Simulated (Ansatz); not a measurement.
# C2H12AlNSi: the cost of one run

All numbers below are computed with Ansatz 0.2.0 (UKS PBE0-D4/STO-3G).

## Step 1: The starting structure

Bond lengths (14 of 15 bonds, heavy atoms first): Al1–N2 2.238 Å, N2–C3 1.446 Å, N2–C4 1.445 Å, Al1–Si8 2.710 Å, Al1–H5 1.559 Å, Al1–H6 1.561 Å, C3–H9 1.093 Å, C3–H10 1.097 Å, C3–H11 1.094 Å, C4–H12 1.097 Å, C4–H13 1.095 Å, C4–H14 1.090 Å, Si8–H15 1.479 Å, Si8–H16 1.474 Å. Angles (14 of 27 angles, heavy atoms first): Al1–N2–C3 117.4°, Al1–N2–C4 127.3°, C3–N2–C4 113.8°, N2–Al1–Si8 80.4°, N2–Al1–H5 110.8°, N2–Al1–H6 116.6°, H5–Al1–Si8 116.5°, H6–Al1–Si8 114.4°, N2–C3–H9 108.3°, N2–C3–H10 111.7°, N2–C3–H11 110.8°, N2–C4–H12 111.5°, N2–C4–H13 110.5°, N2–C4–H14 108.7°.

Its coordinates follow in the input file.

## Step 2: Run 1

150 steps of 0.5 fs at constant energy, with velocities drawn for 1000 K.

Contents of input.yaml:

```yaml
crystal:
  periodic: [false, false, false]
  atoms:
    - { symbol: Al, position_ang: [-0.4825, 1.5855, 0.81] }
    - { symbol: "N", position_ang: [-0.5129, -0.1098, -0.6514] }
    - { symbol: C, position_ang: [-1.297, -1.2746, -0.3044] }
    - { symbol: C, position_ang: [-0.0878, -0.0827, -2.0325] }
    - { symbol: H, position_ang: [-0.1823, 2.9341, 0.0874] }
    - { symbol: H, position_ang: [-1.6684, 1.6568, 1.822] }
    - { symbol: H, position_ang: [0.4808, -0.017, 0.2515] }
    - { symbol: Si, position_ang: [1.6632, 0.186, 1.6951] }
    - { symbol: H, position_ang: [-1.5664, -1.2049, 0.7526] }
    - { symbol: H, position_ang: [-0.7386, -2.2041, -0.4723] }
    - { symbol: H, position_ang: [-2.2159, -1.3138, -0.8962] }
    - { symbol: H, position_ang: [0.5472, -0.9438, -2.2751] }
    - { symbol: H, position_ang: [-0.9544, -0.098, -2.7011] }
    - { symbol: H, position_ang: [0.4721, 0.836, -2.2073] }
    - { symbol: H, position_ang: [1.9866, -1.2566, 1.7501] }
    - { symbol: H, position_ang: [2.9361, 0.7754, 1.2412] }
    - { symbol: H, position_ang: [1.6203, 0.5313, 3.1305] }
magnetization:
  spin_polarized: true
basis:
  gaussian: { orbitals: STO-3G }
hamiltonian:
  xc: pbe0
  dispersion: d4
md:
  timestep: 0.5
  n_steps: 150
  ensemble: nve
  temperature: 1000.0
  initial_velocities: maxwell_boltzmann
  seed: 227307
```

Launch:

```console
$ ansatz run input.yaml --threads 1 --pin off --max-ram 2048MiB --backend cpu --events-out ev --progress --plain --runs-dir out
```

What time and memory should one allow on 1 thread of Arm Neoverse V1, shared host?

About 15 min, with a peak of 0.17 GiB.
